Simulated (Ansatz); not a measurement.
**CH₇NSSi₂: a ladder of functionals and wavefunction methods**

An exercise on one series of results from a longer session: the logs are not shown, and one member is left open.

Computed with Ansatz 0.2.0, Gaussian basis. Level: functionals in def2-TZVPP, the program's frozen cores in correlated methods.

Levels to be run: PBE-D4, r2SCAN-D4, PBE0-D4, B3LYP-D4, ωB97X-V, ωB97M-V, B2PLYP; CCSD(T)/def2-TZVPP; MP2/def2-QZVPP; extrapolation to the limit.

### Structure used throughout

All runs share one geometry, relaxed beforehand with PBE0-D4 in a triple-zeta def2 set.

SMILES `[SiH3][SiH]1NCS1`, 12 atoms, charge 0, spin multiplicity 1.

Atoms are counted from 1 here; the program's logs count them from 0.

Bond lengths: Si1–Si2 2.348 Å, Si1–H6 1.491 Å, Si1–H7 1.489 Å, Si1–H8 1.488 Å, Si2–N3 1.724 Å, Si2–S5 2.142 Å, Si2–H9 1.492 Å, N3–C4 1.453 Å, N3–H10 1.006 Å, C4–S5 1.850 Å, C4–H11 1.094 Å, C4–H12 1.094 Å. Angles: Si2–Si1–H6 111.1°, Si2–Si1–H7 110.0°, Si2–Si1–H8 109.8°, H6–Si1–H7 108.2°, H6–Si1–H8 108.6°, H7–Si1–H8 109.1°, Si1–Si2–N3 117.4°, Si1–Si2–S5 115.0°, Si1–Si2–H9 109.0°, N3–Si2–S5 82.1°, N3–Si2–H9 115.6°, S5–Si2–H9 115.8°, Si2–N3–C4 100.7°, Si2–N3–H10 131.3°, C4–N3–H10 118.3°, N3–C4–S5 100.9°, N3–C4–H11 113.4°, N3–C4–H12 113.9° and more.

The first run:

Contents of in.yaml:

```yaml
crystal:
  periodic: [false, false, false]
  atoms:
    - {symbol: Si, position_ang: [-1.469091, 1.034349, 1.253538]}
    - {symbol: Si, position_ang: [0.159436, 0.761803, -0.415740]}
    - {symbol: N, position_ang: [1.392455, -0.410961, -0.136582]}
    - {symbol: C, position_ang: [0.985722, -1.455938, -1.060079]}
    - {symbol: S, position_ang: [-0.370075, -0.599101, -1.982794]}
    - {symbol: H, position_ang: [-0.919530, 1.777898, 2.423449]}
    - {symbol: H, position_ang: [-2.626065, 1.802994, 0.716752]}
    - {symbol: H, position_ang: [-1.943128, -0.296969, 1.718269]}
    - {symbol: H, position_ang: [0.635723, 2.105734, -0.855132]}
    - {symbol: H, position_ang: [1.874887, -0.679066, 0.704484]}
    - {symbol: H, position_ang: [1.773254, -1.747847, -1.760703]}
    - {symbol: H, position_ang: [0.583310, -2.348096, -0.571363]}
basis:
  gaussian: {orbitals: def2-TZVPP}
hamiltonian: {xc: pbe, dispersion: d4}
output: {forces: true, orbitals: {seedname: orbitals}}
```

Command:

```bash
$ ansatz run in.yaml --threads 4 --pin off --events-out ev --progress --plain --max-ram 10444MiB
```

Among the steps run: PBE-D4 (GGA); r2SCAN-D4 (meta-GGA); PBE0-D4 (hybrid); B3LYP-D4 (hybrid); ωB97X-V (range-separated); ωB97M-V (range-separated); B2PLYP (double hybrid); CCSD(T) in def2-TZVPP; MP2 in def2-QZVPP.

One table of the session follows, with a row left open; its other results are not shown here.

```
            method  atomisation energy (eV)
            PBE-D4                   41.951
         r2SCAN-D4                   41.407
           PBE0-D4                   41.421
          B3LYP-D4                   41.368
           ωB97X-V                   41.839
           ωB97M-V                   41.596
            B2PLYP                   40.735
     HF/def2-TZVPP                   29.438
    MP2/def2-TZVPP                   40.426
   CCSD/def2-TZVPP                   39.458
CCSD(T)/def2-TZVPP                   40.099
           MP2/CBS                   41.741
       CCSD(T)/CBS                        ?
```

**Question.** Estimate the row for CCSD(T)/CBS.

**Answer.** atomisation energy (eV): 41.414. In the column «atomisation energy (eV)» it lies between r2SCAN-D4 (41.407) and PBE0-D4 (41.421).

Limits of these values: Free atoms (2 Si, 1 N, 1 C, 1 S, 7 H) were run apart at each level; the atomisation energy is their sum less the molecule, without zero-point or spin-orbit terms.
